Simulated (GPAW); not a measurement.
The system is Sn3Te.

```
Te Sn
1.0
     4.86562    0.00000    0.00000
     0.00000    4.86562    0.00000
     0.00000    0.00000    4.86562
Te Sn
1 3
Direct
  0.00000 0.00000 0.00000
  0.00000 0.50000 0.50000
  0.50000 0.00000 0.50000
  0.50000 0.50000 0.00000
```

The cell comes from a database or a generator and needn't be the stable form of this composition.

* Program: GPAW 26.7.0
* Task: relaxation of cell and atoms
* Functional: PBEsol
* Potentials or basis: PAW data sets generated in the run's folder for this functional
* Cutoff: 600 eV
* Basis: pw
* k mesh: 6 × 6 × 6
* Occupations: fermi-dirac, width 0.05 eV
* Spin: no spin polarisation

At the start: pressure -2.6 GPa; volume 28.80 Å³/atom.

Task: Where does the relaxation end?

Result: Over 4 steps the energy falls by 13.3 meV/atom and the volume is 27.18 Å³/atom (-5.6 %); space group Pm-3m (No. 221, to 0.05 Å).

Step by step:
```
step  energy change (eV)  largest force (eV/Å)  pressure (GPa)  volume (Å³)
   1              0.0000                0.0000           -2.60       115.19
   2             -0.0088                0.0000           -2.40       114.62
   3             -0.0530                0.0000            0.16       108.36
   4             -0.0532                0.0000           -0.01       108.71
```

Final structure:
```
Te Sn
1.0
     4.77268    0.00000    0.00000
     0.00000    4.77268    0.00000
     0.00000    0.00000    4.77268
Te Sn
1 3
Direct
  0.00000 0.00000 0.00000
  0.00000 0.50000 0.50000
  0.50000 0.00000 0.50000
  0.50000 0.50000 0.00000
```

Caveat: later steps reuse the first step's grids.
